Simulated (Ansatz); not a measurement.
# Si8GeSb3S2: the cost of one run

All numbers below are computed with Ansatz 0.2.0 (DFT PBE+D3(BJ), scalar-relativistic, plane waves, PAW).

## 1. The starting structure

The cell holds 14 atoms (GeS2Sb3Si8): a = 6.985 Å, b = 6.848 Å, c = 7.102 Å, α = 93.62°, β = 90.10°, γ = 90.67°.

It is the last frame of an earlier stage of the same melt, run at 760 K.

As a file:

```
Ge S Sb Si
1.0
     6.98443   -0.04084   -0.00687
    -0.04084    6.84421   -0.22027
    -0.00687   -0.22027    7.09888
Ge S Sb Si
1 2 3 8
Direct
  0.46336 0.51454 0.78165
  0.73381 0.56354 0.56233
  0.32018 0.59372 0.24258
  0.04091 0.29031 0.58359
  0.06471 0.38064 0.02944
  0.93429 0.02949 0.22690
  0.28412 0.75129 0.52603
  0.50315 0.79569 0.06912
  0.89424 0.80186 0.68503
  0.55695 0.15720 0.28298
  0.41134 0.09163 0.54307
  0.64523 0.04689 0.78541
  0.35990 0.11345 0.01431
  0.82589 0.66598 0.02854
```

## 2. Dynamics at 300 K

One k point, a Fermi-Dirac width of 0.050 eV and a fixed cell.

input.yaml

```yaml
crystal:
  lattice:
    - [6.984432, -0.040837, -0.006871]
    - [-0.040837, 6.844212, -0.22027]
    - [-0.006871, -0.22027, 7.098877]
  atoms:
    - { symbol: Ge, position: [0.4633648279, 0.5145404118, 0.7816523095] }
    - { symbol: S, position: [0.7338122373, 0.5635378035, 0.562326697] }
    - { symbol: S, position: [0.3201772783, 0.5937165672, 0.2425753323] }
    - { symbol: Sb, position: [0.0409149907, 0.2903136979, 0.5835889114] }
    - { symbol: Sb, position: [0.064709846, 0.380636401, 0.0294421283] }
    - { symbol: Sb, position: [0.9342885878, 0.0294875685, 0.2268976723] }
    - { symbol: Si, position: [0.2841221358, 0.7512945291, 0.5260279209] }
    - { symbol: Si, position: [0.5031494688, 0.7956898792, 0.0691172971] }
    - { symbol: Si, position: [0.894236955, 0.8018569335, 0.6850343632] }
    - { symbol: Si, position: [0.5569454529, 0.1572038202, 0.2829802845] }
    - { symbol: Si, position: [0.4113380423, 0.0916284732, 0.5430665185] }
    - { symbol: Si, position: [0.6452250043, 0.0468903898, 0.7854139787] }
    - { symbol: Si, position: [0.3599023089, 0.1134471484, 0.0143085746] }
    - { symbol: Si, position: [0.8258853197, 0.6659837736, 0.0285407618] }
  symmetry: { detect: false }
basis:
  ecutwfc: 420
  xc_grid: 1
kpoints:
  mp_grid: { grid: [1, 1, 1], shift: [0.25, 0.25, 0.25] }
hamiltonian:
  xc: pbe
  dispersion: d3bj
scf:
  occupations: { method: fermi_dirac, width: 0.05 }
  lower_state_search: "off"
  convergence: { dr2_threshold: 1.0e-05 }
output:
  forces: true
  stress: true
md:
  timestep: 3.0
  n_steps: 250
  ensemble: nvt_langevin
  friction: 0.03
  temperature: 300.0
  initial_velocities: maxwell_boltzmann
  seed: 33359
```

Started as:

```console
> ansatz run input.yaml --threads 2 --pin off --max-ram 5120MiB --backend cpu --events-out ev --progress --plain --runs-dir out
```

**Question.** How long does this run take on 2 threads of Arm Neoverse V1, shared host, and how much memory does it need?

About 4.6 min, with a peak of 0.51 GiB.
